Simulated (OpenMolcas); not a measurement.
# Tc⁴⁺: CASSCF and CASPT2 terms and fine-structure levels

Wanted: the level scheme of Tc⁴⁺ from active-space wave functions, then second-order correlation under several settings.

The numbers are computed with OpenMolcas 26.06 (state-averaged CASSCF and CASPT2, spin-orbit coupling by RASSI with atomic mean-field integrals), except any that are marked as measured or tabulated.

## (1) The system

| Property | Result |
| --- | --- |
| Species | Tc⁴⁺ (technetium, Z = 43, 39 electrons) |
| Basis | ANO-R3 [8s6p5d3f2g1h], 101 functions |
| Scalar Hamiltonian | X2C, finite nucleus |
| Inactive shells | 1s 2s 2p 3s 3p 3d 4s 4p |
| Active space | 3 electrons in 5 orbitals (4d) |
| Some configurations of this space | 4d3 |
| Orbitals | optimised for each spin and parity, averaged over all roots |

The outer shells:

4d3
```
4d [↑ ][↑ ][↑ ][  ][  ]
```

The work runs as a chain of OpenMolcas steps in one folder; each step below is one input file. Labels, J, g values, rates, χT and fits are worked out afterwards by a script from the matrices that RASSI stores.

## (2) GATEWAY and SEWARD: basis and integrals

File a.inp:

```
&GATEWAY
Coord
1

Tc 0.0 0.0 0.0
Basis=ANO-R3
Group=XYZ
NoMove
AngMom=0.0 0.0 0.0
AMFI
&SEWARD
```

Run with:

```bash
> OMP_NUM_THREADS=1 MOLCAS_MEM=1689 MOLCAS_PROJECT=a pymolcas a.inp > a.log
```

## (3) Reference wave functions, quartets of even parity, 10 roots

File a.inp:

```
&RASSCF
FileOrb=start.orb
Symmetry=1
Spin=4
nActEl=3 0 0
Inactive=9 9
Ras2=5 0
CIRoot=10 10 1
SDav=10
CIMx=300
Iter=120 100
PrWF=0.3
OrbListing=Nothing
MaxOrb=0
Atom
>>> COPY $Project.JobIph JOB001
```

start.orb holds the contracted functions of the basis, ordered by shell, or the orbitals of the step before.

## (4) Reference wave functions, doublets of even parity, 40 roots

File a.inp:

```
&RASSCF
FileOrb=start.orb
Symmetry=1
Spin=2
nActEl=3 0 0
Inactive=9 9
Ras2=5 0
CIRoot=40 40 1
SDav=40
CIMx=300
Iter=120 100
PrWF=0.3
OrbListing=Nothing
MaxOrb=0
Atom
>>> COPY $Project.JobIph JOB002
```

## (5) RASSI: spin-orbit coupling between the states

File a.inp:

```
&RASSI
NrOfJobIphs=2 10 40
1 2 3 4 5 6 7 8 9 10
1 2 3 4 5 6 7 8 9 10 11 12 13 14 15 16 17 18 19 20 21 22 23 24 25 26 27
28 29 30 31 32 33 34 35 36 37 38 39 40
IphNames
JOB001
JOB002
EJob
SpinOrbit
DIPRint=1.0
SOCoupling=1000.0
Subsets=2
MEES
Property=10
'ANGMOM' 1 'ANGMOM' 2 'ANGMOM' 3 'MLTPL  1' 1 'MLTPL  1' 2 'MLTPL  1' 3
'AMFI' 1 'AMFI' 2 'AMFI' 3 'MLTPL  2' 6
SOProperty=3
'ANGMOM' 1 'ANGMOM' 2 'ANGMOM' 3
```

## (6) CASPT2: IPEA 0.25, imaginary shift 0.1 (closed shells correlated: 4s 4p)

File a.inp:

```
>>> COPY JOB001 $Project.JobIph
&CASPT2
Multistate=10 1 2 3 4 5 6 7 8 9 10
Frozen=8 6
IPEA=0.25
Imaginary=0.1
MaxIter=60
WThr=0.0 0.3 0.05
PrWF=0.5
NoMix
>>> COPY JOB002 $Project.JobIph
&CASPT2
Multistate=40 1 2 3 4 5 6 7 8 9 10 11 12 13 14 15 16 17 18 19 20 21 22
23 24 25 26 27 28 29 30 31 32 33 34 35 36 37 38 39 40
Frozen=8 6
IPEA=0.25
Imaginary=0.1
MaxIter=60
WThr=0.0 0.3 0.05
PrWF=0.5
NoMix
```

## (7) CASPT2: IPEA 0.25, sigma2 regulariser 0.3 (closed shells correlated: 4s 4p)

a.inp, as its differences from that of step 6:

```diff
@@ -5,3 +5,3 @@
 IPEA=0.25
-Imaginary=0.1
+Sig2=0.3
 MaxIter=60
@@ -16,3 +16,3 @@
 IPEA=0.25
-Imaginary=0.1
+Sig2=0.3
 MaxIter=60
```

(Steps that only read results are left out.)

What does the calculation give? Wanted: lowest level; first excited level; lowest level of another term; spin-orbit lowering of the lowest level; strongest of the lines computed, by gA.

As calculated:

| quantity | value |
| --- | --- |
| method | SS-CASPT2, IPEA 0.25, imaginary shift 0.1 (closed shells correlated: 4s 4p) |
| lowest level | 4d3 4F 3/2, 99 % of that term, g = 0.405 |
| ground level listed by NIST | 4F3/2 |
| first excited level | 4d3 4F 5/2 at 0.1284 eV |
| lowest level of another term | 4d3 4P 3/2 at 1.544 eV |
| spin-orbit lowering of the lowest level | 0.2974 eV |
| strongest of the lines computed, by gA (one parity, so forbidden lines), at CASSCF energies | 4d3 2D 3/2(2) → 4d3 2G 7/2, 258.8 nm, A = 1.93e+01 s⁻¹ |

What each method costs and misses:

```
                                                 method  time of its own steps  time with the reference  mean absolute difference from method B (cm-1)
                                              A. CASSCF                   14 s                     14 s                                           3200
   B. SS-CASPT2, IPEA 0.25, imaginary shift 0.1, +4s 4p                   24 s                     38 s                                              0
C. SS-CASPT2, IPEA 0.25, sigma2 regulariser 0.3, +4s 4p                   24 s                     39 s                                          0.041
```

Times are of one thread on a shared host.

**Reading.** The multiplet 4F is regular; its intervals divided by the larger J differ by 27 % of their mean, where Landé's rule for pure LS coupling makes them equal. Second-order correlation (method B) scales the levels of the lowest configuration above 5000 cm⁻¹ by 0.83 to 0.87. Only the configurations of the active space and the roots asked for are present. CASPT2 does not keep the components of a term degenerate, and the means are used. Levels of other configurations are missing from the list.
